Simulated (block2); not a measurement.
# GeSiH5 (SMILES [SiH2][GeH3]), step by step

We compute the energy (doublet GeSiH5, DMRG-CASCI(12 orbitals)/def2-SVP), then a single-point energy (doublet GeSiH5, DMRG-CASCI(12 orbitals)/def2-SVP), then a single-point energy (quartet GeSiH5, DMRG-CASCI(12 orbitals)/def2-SVP) of GeH5Si. 

The results are computed with block2 0.5.4.

1 further run of the same task is left out (it didn't finish).

### Step 1. The system as given

GeSiH5: 7 atoms, total charge 0, spin state doublet. SMILES: `[SiH2][GeH3]`. Geometry: relaxed at PBE0-D4/def2-TZVP.

Bond lengths: Si1–Ge2 2.370 Å, Si1–H3 1.489 Å, Si1–H4 1.489 Å, Ge2–H5 1.537 Å, Ge2–H6 1.541 Å, Ge2–H7 1.537 Å. Angles: Si1–Ge2–H5 109.6°, Si1–Ge2–H6 112.0°, Si1–Ge2–H7 109.7°, Ge2–Si1–H3 113.4°, Ge2–Si1–H4 113.3°, H5–Ge2–H6 108.4°, H5–Ge2–H7 108.7°, H6–Ge2–H7 108.4°, H3–Si1–H4 109.6°.

### Step 2. The energy at DMRG-CASCI(12 orbitals)/def2-SVP (start occupation bias 0.2) (run 1)

make_fcidump.py

```python
from pyscf import ao2mo, gto, mcscf, mp, scf
from pyscf.tools import fcidump

geom = """
Si    -0.17895706    -2.69021411    -0.30878125
Ge     0.54556393     1.72853249    -0.18462624
H      0.32730056    -3.97484993     2.14276045
H     -2.75219713    -3.37259421    -1.21962924
H      0.07010884     2.86690350    -2.81380220
H     -1.19770842     3.06683653     1.72569790
H      3.30116257     2.24707333     0.57202010
"""
mol = gto.M(
    atom=geom,
    basis="def2-svp",
    unit="bohr",
    charge=0,
    spin=1,
    verbose=3,
    max_memory=2000,
)
print("basis functions               : %d" % (mol.nao))
mf = scf.ROHF(mol)
mf.conv_tol = 1e-10
mf.max_cycle = 200
mf.kernel()
if not mf.converged:
    mf = mf.newton().run(mf.mo_coeff, mf.mo_occ)
print(f"E(SCF)                        : {mf.e_tot:.10f}")
# natural orbitals of MP2 give a compact matrix product state
occ_no, mo = mcscf.addons.make_natural_orbitals(mp.MP2(mf.to_uhf(), frozen=14).run())
mf.mo_coeff = mo
# write the integrals of the correlated orbitals
cas = mcscf.CASCI(mf, 12, 13)
h1, ecore = cas.get_h1eff()
fcidump.from_integrals("FCIDUMP", h1, cas.get_h2eff(), 12, 13, nuc=ecore, ms=1)
# FCI check
ci = mcscf.CASCI(mf, 12, (7, 6))
ci.fix_spin_(ss=0.75)
ci.fcisolver.conv_tol = 1e-10
ci.fcisolver.max_cycle = 200
ci.kernel()
print("FCI energy                    : %.10f" % (ci.e_tot))
```

input.conf

```
sym c1
orbitals FCIDUMP
nelec 13
spin 1
irrep 1
occ 2 2 2 2 2 2 1 0 0 0 0 0
cbias 0.2
schedule
0 50 1E-07 1E-04
3 100 1E-07 1E-05
5 100 1E-08 0.0
end
maxiter 11
sweep_tol 1E-06
fiedler
mem 2g
num_thrds 1
prefix ./tmp
outputlevel 2
onepdm
```

Started as:

```
python make_fcidump.py && block2main input.conf
```

The program printed:

```text
$ python make_fcidump.py
basis functions               : 75
converged SCF energy = -2366.8061264582
E(SCF)                        : -2366.8061264582
E(UMP2) = -2367.13051358158  E_corr = -0.324387123380499
E(SCS-UMP2) = -2367.12683836148  E_corr = -0.320711903279716
CASCI E = -2366.85101704259  E(CI) = -25.8098250876274  S^2 = 0.7500000
FCI energy                    : -2366.8510170426

$ block2main input.conf

[... 67 lines left out ...]
 --> Site =    4-   5 .. Mmps =   50 Ndav =  23 E =  -2364.9773974867 Error = 1.93e-05 FLOPS = 1.31e+09 Tdav = 0.62 T = 0.69
[... 41 lines left out ...]
 --> Site =    6-   7 .. Mmps =   50 Ndav =   4 E =  -2366.8502676265 Error = 5.98e-05 FLOPS = 1.37e+09 Tdav = 0.11 T = 0.19
[... 41 lines left out ...]
 --> Site =    8-   9 .. Mmps =  100 Ndav =   2 E =  -2366.8507536308 Error = 1.51e-08 FLOPS = 1.19e+09 Tdav = 0.01 T = 0.06
[... 41 lines left out ...]
 --> Site =   10-  11 .. Mmps =    4 Ndav =   1 E =  -2366.8507590842 Error = 4.03e-18 FLOPS = 4.59e+07 Tdav = 0.00 T = 0.01
[... 67 lines left out ...]
 --> Site =    5-   6 .. Nterms =           13 Error =  0.000029245381/ 0.000000000000 FLOPS = 2.51e+09 Tmult = 0.00 T = 0.01
 --> Site =    6-   7 .. Nterms =           11 Error =  0.000012211810/ 0.000000000000 FLOPS = 2.52e+09 Tmult = 0.00 T = 0.01
 --> Site =    7-   8 .. Nterms =            9 Error =  0.000002656537/ 0.000000000000 FLOPS = 1.74e+09 Tmult = 0.00 T = 0.01
 --> Site =    8-   9 .. Nterms =            7 Error =  0.000000000000/ 0.000000000000 FLOPS = 9.05e+08 Tmult = 0.00 T = 0.01
 --> Site =    9-  10 .. Nterms =            5 Error =  0.000000000000/ 0.000000000000 FLOPS = 4.06e+08 Tmult = 0.00 T = 0.01
 --> Site =   10-  11 .. Nterms =            4 Error =  0.000000000000/ 0.000000000000 FLOPS = 1.90e+08 Tmult = 0.00 T = 0.01
[... 7 lines left out ...]
NPDM Sorting | Nsites =    12 | Nmaxops =  2 | DotSite = 2 | SymbolFree = T | Compressed = T | LowMem = F | Mem = 1.12 KB
 Site =     0 ..  T = 0.000
 Site =     1 ..  T = 0.000
 Site =     2 ..  T = 0.000
 Site =     3 ..  T = 0.000
 Site =     4 ..  T = 0.000
 Site =     5 ..  T = 0.000
 Site =     6 ..  T = 0.000
 Site =     7 ..  T = 0.000
 Site =     8 ..  T = 0.000
 Site =     9 ..  T = 0.000
 Site =    10 ..  T = 0.000
Ttotal =      0.001

DMRG OCC =   1.993 1.993 1.994 1.985 1.988 1.978 1.001 0.015 0.017 0.016 0.012 0.007
```

It took 40 s on 1 thread of Arm Neoverse N1, shared host; peak memory 0.3 GiB.

### Step 3. The distorted shape: the energy at DMRG-CASCI(12 orbitals)/def2-SVP (start occupation bias 0.3) (run 2)

make_fcidump.py

```python
from pyscf import ao2mo, gto, mcscf, mp, scf
from pyscf.tools import fcidump

geom = """
Si
Ge 1 2.370434
H 1 1.7123 2 113.39897
H 1 1.488941 3 109.62618 2 -127.77419
H 2 1.536849 1 109.5778 4 -56.26372
H 2 1.540932 5 108.40589 1 -122.51351
H 2 1.536868 5 108.73572 6 -117.61177
"""
mol = gto.M(
    atom=geom,
    basis="def2-svp",
    charge=0,
    spin=1,
    verbose=4,
    max_memory=2000,
)
print("basis functions = %d" % (mol.nao))
mf = scf.ROHF(mol)
mf.conv_tol = 1e-10
mf.max_cycle = 200
mf.kernel()
if not mf.converged:
    mf = mf.newton().run(mf.mo_coeff, mf.mo_occ)
print(f"SCF energy = {mf.e_tot:.10f}")
occ_no, mo = mcscf.addons.make_natural_orbitals(mp.MP2(mf.to_uhf(), frozen=14).run())
mf.mo_coeff = mo
cas = mcscf.CASCI(mf, 12, 13)
h1, ecore = cas.get_h1eff()
fcidump.from_integrals("FCIDUMP", h1, cas.get_h2eff(), 12, 13, nuc=ecore, ms=1)
ci = mcscf.CASCI(mf, 12, (7, 6))
ci.fix_spin_(ss=0.75)
ci.fcisolver.conv_tol = 1e-10
ci.fcisolver.max_cycle = 200
ci.kernel()
print(f"exact diagonalisation = {ci.e_tot:.10f}")
```

input.conf

```
sym c1
orbitals FCIDUMP
nelec 13
spin 1
irrep 1
occ 2 2 2 2 2 2 1 0 0 0 0 0
cbias 0.3
schedule
0 50 1E-09 1E-04
4 75 1E-09 1E-04
8 100 1E-09 1E-05
12 100 1E-10 0.0
end
maxiter 18
sweep_tol 1E-06
gaopt default
mem 1g
num_thrds 1
prefix ./tmp
outputlevel 2
onepdm
```

Started as:

```
python make_fcidump.py && block2main input.conf
```

The program printed:

```text
$ python make_fcidump.py

[... 174 lines left out ...]
 --> Site =    7-   8 .. Mmps =   50 Ndav =  16 E =  -2366.8418205400 Error = 2.92e-05 FLOPS = 1.29e+09 Tdav = 0.19 T = 0.23
[... 72 lines left out ...]
 --> Site =    0-   1 .. Mmps =    3 Ndav =   1 E =  -2366.8445765617 Error = 0.00e+00 FLOPS = 4.29e+08 Tdav = 0.00 T = 0.00
[... 63 lines left out ...]
 <-- Site =    6-   7 .. Mmps =   75 Ndav =   5 E =  -2366.8448649520 Error = 1.32e-05 FLOPS = 1.92e+09 Tdav = 0.29 T = 0.36
[... 63 lines left out ...]
 --> Site =    8-   9 .. Mmps =  100 Ndav =   3 E =  -2366.8449217791 Error = 1.13e-08 FLOPS = 1.25e+09 Tdav = 0.02 T = 0.06
[... 89 lines left out ...]
 <-- Site =    5-   6 .. Nterms =           13 Error =  0.000003860747/ 0.000000000000 FLOPS = 2.76e+09 Tmult = 0.00 T = 0.02
 <-- Site =    4-   5 .. Nterms =           15 Error =  0.000004716778/ 0.000000000000 FLOPS = 2.66e+09 Tmult = 0.00 T = 0.02
 <-- Site =    3-   4 .. Nterms =           17 Error =  0.000002110380/ 0.000000000000 FLOPS = 1.87e+09 Tmult = 0.00 T = 0.01
 <-- Site =    2-   3 .. Nterms =           19 Error =  0.000000000000/ 0.000000000000 FLOPS = 1.17e+09 Tmult = 0.00 T = 0.01
 <-- Site =    1-   2 .. Nterms =           21 Error =  0.000000000000/ 0.000000000000 FLOPS = 9.46e+08 Tmult = 0.00 T = 0.01
 <-- Site =    0-   1 .. Nterms =           23 Error =  0.000000000000/ 0.000000000000 FLOPS = 8.80e+08 Tmult = 0.00 T = 0.01
[... 7 lines left out ...]
NPDM Sorting | Nsites =    12 | Nmaxops =  2 | DotSite = 2 | SymbolFree = T | Compressed = T | LowMem = F | Mem = 1.12 KB
 Site =     0 ..  T = 0.000
 Site =     1 ..  T = 0.000
 Site =     2 ..  T = 0.000
 Site =     3 ..  T = 0.000
 Site =     4 ..  T = 0.000
 Site =     5 ..  T = 0.000
 Site =     6 ..  T = 0.000
 Site =     7 ..  T = 0.000
 Site =     8 ..  T = 0.000
 Site =     9 ..  T = 0.000
 Site =    10 ..  T = 0.000
Ttotal =      0.001

DMRG OCC =   1.993 1.992 1.986 1.987 1.979 1.976 1.001 0.028 0.016 0.016 0.012 0.014
```

It took 55 s on 1 thread of Arm Neoverse N1, shared host; peak memory 0.3 GiB.

### Step 4. The quartet: the energy at DMRG-CASCI(12 orbitals)/def2-SVP (start occupation bias 0.2) (run 5)

make_fcidump.py

```python
from pyscf import ao2mo, gto, mcscf, mp, scf
from pyscf.tools import fcidump

mol = gto.M(atom="""
Si    -0.094700    -1.423600    -0.163400
Ge     0.288700     0.914700    -0.097700
H      0.173200    -2.103400     1.133900
H     -1.456400    -1.784700    -0.645400
H      0.037100     1.517100    -1.489000
H     -0.633800     1.622900     0.913200
H      1.746900     1.189100     0.302700
""", basis="def2-svp", charge=0, spin=3, verbose=4)
print("basis functions          = %d" % (mol.nao))
mf = scf.ROHF(mol)
mf.conv_tol = 1e-10
mf.max_cycle = 200
mf.kernel()
if not mf.converged:
    mf = mf.newton().run(mf.mo_coeff, mf.mo_occ)
print("reference energy         = %.10f" % (mf.e_tot))
# rotate to MP2 natural orbitals
occ_no, mo = mcscf.addons.make_natural_orbitals(mp.MP2(mf.to_uhf(), frozen=14).run())
mf.mo_coeff = mo
# write the integrals of the correlated orbitals
cas = mcscf.CASCI(mf, 12, 13)
h1, ecore = cas.get_h1eff()
fcidump.from_integrals("FCIDUMP", h1, cas.get_h2eff(), 12, 13, nuc=ecore, ms=3)
# exact diagonalisation in the same space
ci = mcscf.CASCI(mf, 12, (8, 5))
ci.fix_spin_(ss=3.75)
ci.fcisolver.conv_tol = 1e-10
ci.fcisolver.max_cycle = 200
ci.kernel()
print("FCI energy               = %.10f" % (ci.e_tot))
```

input.conf

```
sym c1
orbitals FCIDUMP
nelec 13
spin 3
irrep 1
occ 2 2 2 2 2 1 1 1 0 0 0 0
cbias 0.2
schedule
0 25 1E-07 1E-04
3 50 1E-07 1E-04
6 100 1E-07 1E-05
9 100 1E-08 0.0
end
maxiter 15
sweep_tol 1E-06
fiedler
mem 1g
num_thrds 1
prefix ./tmp
outputlevel 1
```

Started as:

```
python make_fcidump.py && block2main input.conf
```

The program printed:

```text
$ python make_fcidump.py

[... 80 lines left out ...]
converged SCF energy = -2366.55310921134
reference energy         = -2366.5531092113
[... 14 lines left out ...]
sorting_mo_energy = False
[... 14 lines left out ...]
CASCI converged
[... 1 line left out ...]
FCI energy               = -2366.6008067009
[... 35 lines left out ...]
integral sym error =            0
[... 36 lines left out ...]
Sweep =    7 | Direction = backward | Bond dimension =  100 | Noise =  1.00e-05 | Dav threshold =  1.00e-07
Time elapsed =     10.282 | E =   -2366.6004830623 | DE = -2.56e-04 | DW = 2.75221e-05

Sweep =    8 | Direction =  forward | Bond dimension =  100 | Noise =  1.00e-05 | Dav threshold =  1.00e-07
Time elapsed =     13.241 | E =   -2366.6004970640 | DE = -1.40e-05 | DW = 6.08477e-05

Sweep =    9 | Direction = backward | Bond dimension =  100 | Noise =  0.00e+00 | Dav threshold =  1.00e-08
Time elapsed =     16.339 | E =   -2366.6005015951 | DE = -4.53e-06 | DW = 3.00590e-05

Sweep =   10 | Direction =  forward | Bond dimension =  100 | Noise =  0.00e+00 | Dav threshold =  1.00e-08
Time elapsed =     19.449 | E =   -2366.6005029171 | DE = -1.32e-06 | DW = 6.11431e-05

Sweep =   11 | Direction = backward | Bond dimension =  100 | Noise =  0.00e+00 | Dav threshold =  1.00e-08
Time elapsed =     22.516 | E =   -2366.6005031871 | DE = -2.70e-07 | DW = 3.02880e-05

Final canonical form =  CRRRRRRRRRRR 0
DMRG Energy = -2366.600503187069080
```

Run time: 42 s. Hardware: 1 thread of Arm Neoverse N1, shared host; peak memory 0.23 GiB.

### Step 5. What came out

| quantity | value |
| --- | --- |
| run 1, DMRG-CASCI(12 orbitals)/def2-SVP: total energy | -2366.85090 Eh |
| distorted shape: total energy | -2366.84506 Eh |
| quartet: total energy | -2366.60050 Eh |
